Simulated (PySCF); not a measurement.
# AuSe: bond curves at several levels of theory

An exercise on one series of results from a longer session: the logs are not shown, and one member is left open.

Program: PySCF 2.14.0. Level of theory: Au def2-TZVPP with ECP60, Se def2-TZVPP, scalar-relativistic core potentials. These are calculated values, not measurements.

Set-up of the first run:

A driver script around PySCF takes these settings:

| Quantity | Value |
| --- | --- |
| atoms | Au, Se |
| charge | 0 |
| basis | Au def2-TZVPP with ECP60, Se def2-TZVPP |
| Hamiltonian | scalar-relativistic core potentials |
| basis functions | 104 |
| electrons treated | 53 |
| masses in u | 196.9666, 79.9165 |
| levels | PBE0, PBE, r²SCAN, M06-L, M06-2X, B2PLYP, B3LYP, ωB97X-V, HF, MP2, SCS-MP2 |
| grid | 80 radial by 434 angular points |
| occupations | held fixed by the projection of orbital angular momentum |
| dissociation limit | Au + Se, each in its ground configuration |
| starting distance in angstrom | 2.340 |
| values of 2S to try | 1, 3, 5 |

The run is started by

```
OMP_NUM_THREADS=2 python dia.py task.json out
```

Among the steps run: Set-up; The PBE0 curve of the state that the search chose; Excited determinants; PBE (GGA); r²SCAN (meta-GGA); M06-L (meta-GGA); M06-2X; B2PLYP; B3LYP; ωB97X-V (range-separated hybrid); UHF (mean field).

One table of the session follows, with a row left open; its other results are not shown here.

Energy (eV) from each level's lowest point:

```
R (Å)    UHF  UHF-MP2  UHF-SCS-MP2    PBE  r²SCAN
2.002  1.715    0.926        1.051  1.182   1.094
2.095  0.876    0.328        0.405  0.495   0.434
2.188  0.377    0.058        0.089  0.141   0.106
2.258  0.161    0.000        0.000  0.026   0.008
2.328  0.043    0.028        0.000  0.000   0.000
2.398  0.000    0.118        0.063  0.039   0.055
2.491      ?        ?            ?      ?       ?
2.607  0.148    0.588        0.473  0.373   0.433
2.747  0.351    0.977        0.848  0.673   0.760
2.933  0.579    1.455        1.326  1.085   1.203
```

Estimate the missing values for R (Å) = 2.491.

Worked estimate for «UHF». A straight line through the neighbours (2.398, 0.000) and (2.607, 0.148) gives 0.000 + (0.148 − 0.000) × (2.491 − 2.398) / (2.607 − 2.398) = 0.066; a parabola fitted to 4 rows on both sides gives 0.040.

**Answer.** UHF: 0.026; UHF-MP2: 0.301; UHF-SCS-MP2: 0.215; PBE: 0.158; r²SCAN: 0.195. In «UHF» the line misses by +0.040 and the parabola by +0.014.

Limits of these values: The state is the lowest single determinant that the PBE0 search found; with open d or f shells the true ground state can be another one.
